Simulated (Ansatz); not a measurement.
# C10H14O4: how energies converge with the basis set

Aim: see how fast density functionals converge with the basis set for C10H14O4.

The runs use Ansatz 0.2.0, Gaussian basis; one geometry, several basis sets.

The runs, in order: PBE0-D4/def2-SVP; ωB97M-V/def2-SVP; PBE0-D4/def2-QZVPP; ωB97M-V/def2-QZVPP; the functionals' def2-TZVPP values are taken from earlier runs.

### Step 1. The geometry

The geometry comes from an earlier relaxation with PBE0-D4 in a triple-zeta def2 set; it is a stationary point, not always the lowest conformer.

SMILES `C=C(C)C(=O)OC1(C)CCOC(=O)C1`, 28 atoms, charge 0, spin multiplicity 1.

Atoms are counted from 1 here; the program's logs count them from 0.

Bond lengths: C1–C2 1.330 Å, C1–H15 1.083 Å, C1–H16 1.084 Å, C2–C3 1.493 Å, C2–C4 1.492 Å, C3–H17 1.093 Å, C3–H18 1.090 Å, C3–H19 1.093 Å, C4–O5 1.204 Å, C4–O6 1.344 Å, O6–C7 1.451 Å, C7–C8 1.516 Å, C7–C9 1.539 Å, C7–C14 1.529 Å, C8–H20 1.088 Å, C8–H21 1.092 Å, C8–H22 1.093 Å, C9–C10 1.514 Å and more. Angles: C2–C1–H15 120.3°, C2–C1–H16 121.2°, H15–C1–H16 118.5°, C1–C2–C3 124.0°, C1–C2–C4 116.7°, C3–C2–C4 119.2°, C2–C3–H17 111.0°, C2–C3–H18 110.4°, C2–C3–H19 111.3°, H17–C3–H18 108.6°, H17–C3–H19 106.8°, H18–C3–H19 108.6°, C2–C4–O5 125.0°, C2–C4–O6 110.5°, O5–C4–O6 124.5°, C4–O6–C7 121.3°, O6–C7–C8 111.1°, O6–C7–C9 103.5° and more.

### Step 2. PBE0-D4 in def2-SVP

in.yaml

```yaml
crystal:
  periodic: [false, false, false]
  atoms:
    - {symbol: C, position_ang: [-3.663356, -0.714488, -0.981516]}
    - {symbol: C, position_ang: [-2.594728, -0.662777, -0.192106]}
    - {symbol: C, position_ang: [-2.496441, -1.353588, 1.128278]}
    - {symbol: C, position_ang: [-1.432037, 0.130104, -0.687194]}
    - {symbol: O, position_ang: [-1.369694, 0.665232, -1.763468]}
    - {symbol: O, position_ang: [-0.458847, 0.165706, 0.238619]}
    - {symbol: C, position_ang: [0.813271, 0.809066, -0.029393]}
    - {symbol: C, position_ang: [0.628783, 2.286686, -0.314478]}
    - {symbol: C, position_ang: [1.612703, 0.579575, 1.265432]}
    - {symbol: C, position_ang: [2.761982, -0.385337, 1.061997]}
    - {symbol: O, position_ang: [2.346931, -1.558484, 0.369732]}
    - {symbol: C, position_ang: [1.736291, -1.368298, -0.818267]}
    - {symbol: O, position_ang: [1.409068, -2.307578, -1.480745]}
    - {symbol: C, position_ang: [1.496087, 0.073175, -1.182593]}
    - {symbol: H, position_ang: [-3.665749, -0.197296, -1.933035]}
    - {symbol: H, position_ang: [-4.546270, -1.274150, -0.695663]}
    - {symbol: H, position_ang: [-1.660521, -2.057232, 1.139864]}
    - {symbol: H, position_ang: [-3.415335, -1.900580, 1.341156]}
    - {symbol: H, position_ang: [-2.319780, -0.640035, 1.936653]}
    - {symbol: H, position_ang: [0.079777, 2.448896, -1.239311]}
    - {symbol: H, position_ang: [1.609186, 2.762168, -0.392510]}
    - {symbol: H, position_ang: [0.088148, 2.758825, 0.509188]}
    - {symbol: H, position_ang: [0.930013, 0.187339, 2.020662]}
    - {symbol: H, position_ang: [2.008297, 1.525982, 1.641920]}
    - {symbol: H, position_ang: [3.160869, -0.732271, 2.014713]}
    - {symbol: H, position_ang: [3.584322, 0.086372, 0.512038]}
    - {symbol: H, position_ang: [2.457159, 0.559072, -1.380382]}
    - {symbol: H, position_ang: [0.899881, 0.113915, -2.089613]}
basis:
  gaussian: {orbitals: def2-SVP}
hamiltonian: {xc: pbe0, dispersion: d4}
output: {orbitals: {seedname: orbitals}}
```

On the command line:

```console
$ ansatz run in.yaml --threads 11 --pin off --events-out ev --progress --plain --max-ram 166912MiB --backend cpu
```

Further steps of the session: ωB97M-V in def2-SVP; PBE0-D4 in def2-QZVPP; ωB97M-V in def2-QZVPP.

Before running them: what should the planned runs give, taken together? Wanted: PBE0-D4: double and triple zeta above quadruple; ωB97M-V: double and triple zeta above quadruple.

The runs gave:

```
                                       quantity           value
PBE0-D4: double and triple zeta above quadruple  21.83, 0.98 eV
ωB97M-V: double and triple zeta above quadruple  22.57, 0.93 eV
```

**Reading.** For PBE0-D4 the step from double to triple zeta gains 20.85 eV and the next only 0.98 eV. These are total energies; as a rule much of such shifts cancels in differences, which this series doesn't test.
